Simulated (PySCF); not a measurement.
# CH8SeSi2: the cost of one run

Computed with PySCF 2.14.0, with density-fitted response routines of our own, on a single molecule in the gas phase. Atoms count from 0, in the outputs and in this text.

### 1 The starting structure

12 atoms, charge 0, multiplicity 1; geometry from: GFN2-xTB. The atoms were then displaced at random by about 0.01 Å, so the start is not that level's minimum.

Bonds of the start (Å): C0–Si1 1.87, Si1–Se2 2.30, Se2–Si3 2.31, C0–H4 1.08, C0–H5 1.10, C0–H6 1.11, Si1–H7 1.46, Si1–H8 1.44, Si3–H9 1.41, Si3–H10 1.48, Si3–H11 1.47.

### 2 Relaxing the molecule at PBE0-D3(BJ)/def2-SVP

The job: settings as JSON, then the geometry in Å.

```
{"job": {"xc": "PBE0", "basis": "def2-SVP", "d3": "d3bj", "grid": 1, "shake": 0.01, "kind": "geom"}, "charge": 0, "multiplicity": 1}
C     -1.786360     0.540520     0.282700
Si    -0.937390    -1.052100    -0.201450
Se     0.995560    -0.583980    -1.348040
Si     2.334110     0.372390     0.278200
H     -1.214940     1.140470     0.968070
H     -2.769220     0.367150     0.742230
H     -1.975490     1.183150    -0.596550
H     -0.543000    -1.812360     0.983200
H     -1.702770    -1.834750    -1.132250
H      3.585340     0.581910    -0.348490
H      1.670280     1.620770     0.710410
H      2.383600    -0.551450     1.417670
```

Command:

```
> OMP_NUM_THREADS=1 python probes_run.py task.json out
```

One launch serves the whole session: the jobs run in the order shown.

Q: Estimate the wall time and peak memory of this first job on 1 thread of Arm Neoverse V1, shared host.

About 30 s, with a peak of 0.52 GiB.
